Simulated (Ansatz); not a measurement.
# SiO2: the cost of one run

Program: Ansatz 0.2.0. Level of theory: DFT r2SCAN, scalar-relativistic, plane waves, PAW. These are calculated values, not measurements.

### 1 The structure to begin with

It takes space group Pmma (No. 51, orthorhombic). The conventional cell has a = 5.238 Å, b = 7.441 Å, c = 8.123 Å, α = 90.00°, β = 90.00°, γ = 90.00°. Si (site symmetry m) is surrounded by 4 O at 1.60 to 1.61 Å. Si (site symmetry mm2) is surrounded by 4 O at 1.60 to 1.61 Å. Around O (site symmetry 2) lie 2 Si at 1.61 Å. O (site symmetry mm2) has 2 Si at 1.61 Å in its first shell of neighbours. O (site symmetry m) has 2 Si at 1.60 to 1.61 Å in its first shell of neighbours. O (site symmetry 2/m) is surrounded by 2 Si at 1.60 Å.

Structure file:

```
CELL_PARAMETERS angstrom
5.23827 0.00000 0.00000
0.00000 7.44058 0.00000
0.00000 0.00000 8.12286
ATOMIC_POSITIONS crystal
Si 0.25000 0.21135 0.10526
Si 0.75000 0.78865 0.89474
Si 0.75000 0.21135 0.89474
Si 0.25000 0.78865 0.10526
Si 0.25000 0.50000 0.38688
Si 0.75000 0.50000 0.61312
O 0.00000 0.26266 0.00000
O 0.50000 0.73734 0.00000
O 0.00000 0.73734 0.00000
O 0.50000 0.26266 0.00000
O 0.25000 0.00000 0.14828
O 0.75000 0.00000 0.85172
O 0.25000 0.32188 0.27441
O 0.75000 0.67812 0.72559
O 0.75000 0.32188 0.72559
O 0.25000 0.67812 0.27441
O 0.50000 0.50000 0.50000
O 0.00000 0.50000 0.50000
```

Source of the structure: the Materials Project (structure only).

(A quick probe on a coarse mesh, which set the mesh and smearing, is not shown.)

### 3 Relaxing cell and atoms

The input, input.yaml:

```yaml
crystal:
  lattice:
    - [5.23827461, 0.0, 0.0]
    - [0.0, 7.44058448, 0.0]
    - [0.0, 0.0, 8.12286306]
  atoms:
    - { symbol: Si, position: [0.25, 0.21134974, 0.10525569] }
    - { symbol: Si, position: [0.75, 0.78865026, 0.89474431] }
    - { symbol: Si, position: [0.75, 0.21134974, 0.89474431] }
    - { symbol: Si, position: [0.25, 0.78865026, 0.10525569] }
    - { symbol: Si, position: [0.25, 0.5, 0.38688496] }
    - { symbol: Si, position: [0.75, 0.5, 0.61311504] }
    - { symbol: O, position: [0.0, 0.26266146, 0.0] }
    - { symbol: O, position: [0.5, 0.73733854, 0.0] }
    - { symbol: O, position: [0.0, 0.73733854, 0.0] }
    - { symbol: O, position: [0.5, 0.26266146, 0.0] }
    - { symbol: O, position: [0.25, 0.0, 0.14827792] }
    - { symbol: O, position: [0.75, 0.0, 0.85172208] }
    - { symbol: O, position: [0.25, 0.32187985, 0.27441452] }
    - { symbol: O, position: [0.75, 0.67812015, 0.72558548] }
    - { symbol: O, position: [0.75, 0.32187985, 0.72558548] }
    - { symbol: O, position: [0.25, 0.67812015, 0.27441452] }
    - { symbol: O, position: [0.5, 0.5, 0.5] }
    - { symbol: O, position: [0.0, 0.5, 0.5] }
basis:
  ecutwfc: 500
kpoints:
  mp_grid: { grid: [4, 4, 4] }
hamiltonian:
  xc: r2scan
scf:
  occupations: { method: gaussian, width: 0.02 }
output:
  forces: true
  stress: true
  eigenvalues: true
  write_density: true
  write_potential: true
  elf: true
  volumetric_format: npy
relax:
  adjacent_minimum: "off"
  f_tol: 0.005
  max_steps: 80
  cell: { stress_tol: 0.05 }
```

On the command line:

```
> ansatz run input.yaml --threads 4 --pin off --max-ram 10240MiB --backend cpu --events-out ev --progress --plain --runs-dir out
```

Q: Estimate wall time and peak memory on 4 threads of Intel Xeon Platinum 8175M at 2.50GHz (Skylake/Cascade Lake), shared host.

About 2.7 min, with a peak of 1.8 GiB.
